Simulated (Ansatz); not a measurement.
# ZrHO (quartet): from Hartree-Fock to the top rungs, def2-SVP

The task here is to estimate one member of a computed series from the others.

Method: def2-SVP, core rule «outside noble gas», up to 5 orbitals frozen; program: Ansatz 0.2.0, Gaussian basis.

The runs, in order: UHF; CCSD(T) on ROHF; CCSD(T) on UHF; CISD as a restricted active space (open shells left free, so some higher excitations enter); CCSDT(Q) on ROHF; CCSDT(Q) on UHF.

14 further runs of the same task are left out: 2 for a known fault of the program, 4 that didn't finish, 8 set aside as unsound or not needed. Runs told in other sessions of the task aren't counted.

## The geometry

The geometry is a PBE0/def2-TZVP stationary point (not a proven minimum) of the parent state, kept for this charge and spin. No spin-orbit coupling is included. Elements past krypton take def2 core potentials.

3 atoms, charge 0, spin multiplicity 4.

Atoms are counted from 1 here; the program's logs count them from 0.

Bond lengths: Zr1–O2 1.720 Å, Zr1–H3 1.858 Å. Angles: O2–Zr1–H3 103.4°.

The first run:

Input file in.yaml:

```yaml
crystal:
  periodic: [false, false, false]
  atoms:
    - {symbol: Zr, position_ang: [0.000000, -0.035300, 0.248333]}
    - {symbol: O, position_ang: [0.000000, 0.091937, -1.467045]}
    - {symbol: H, position_ang: [0.000000, 1.735473, 0.811435]}
basis:
  gaussian: {orbitals: def2-SVP}
magnetization: {spin_polarized: true, initial_magnetization: 3}
hamiltonian: {xc: hf}
output: {orbitals: {seedname: orbitals}}
```

On the command line:

```bash
ansatz run in.yaml --threads 1 --pin off --events-out ev --progress --plain --max-ram 2393MiB
```

Among the steps run: UHF; CCSD(T) on ROHF; CCSD(T) on UHF; CISD as a restricted active space (open shells left free, so some higher excitations enter); CCSDT(Q) on ROHF; CCSDT(Q) on UHF.

One table of the session follows, with a row left open; its other results are not shown here.

| method | from RCCSDT(Q) (meV) |
| --- | --- |
| RMP2 | +71.6 |
| UMP2 | +35.5 |
| RCCSD | +413.9 |
| UCCSD | +368.3 |
| RCCSD(T) | -0.8 |
| UCCSD(T) | -41.5 |
| RCCSDT | ? |
| UCCSDT | -59.9 |
| RCCSDT(Q) | 0 |
| UCCSDT(Q) | -97.6 |

Estimate the missing values for RCCSDT.

**Answer.** from RCCSDT(Q) (meV): -15.6. In the column «from RCCSDT(Q) (meV)» it lies between UCCSD(T) (-41.5) and RCCSD(T) (-0.8).

Not comparable, so not listed: CISD as a restricted active space (open shells left free, so some higher excitations enter) (they don't share determinant, frozen orbitals or solution with the rows shown, or repeat one).

Left out of the table: ROHF, UHF (another determinant or state than the rows shown).

Caveats from the session: Warnings: coupled cluster took another determinant than the lowest; large T1 diagnostic. Restricted and unrestricted rows rest on different reference determinants; a gap between their highest levels can come from leftover correlation error, from unlike frozen cores or from another state.
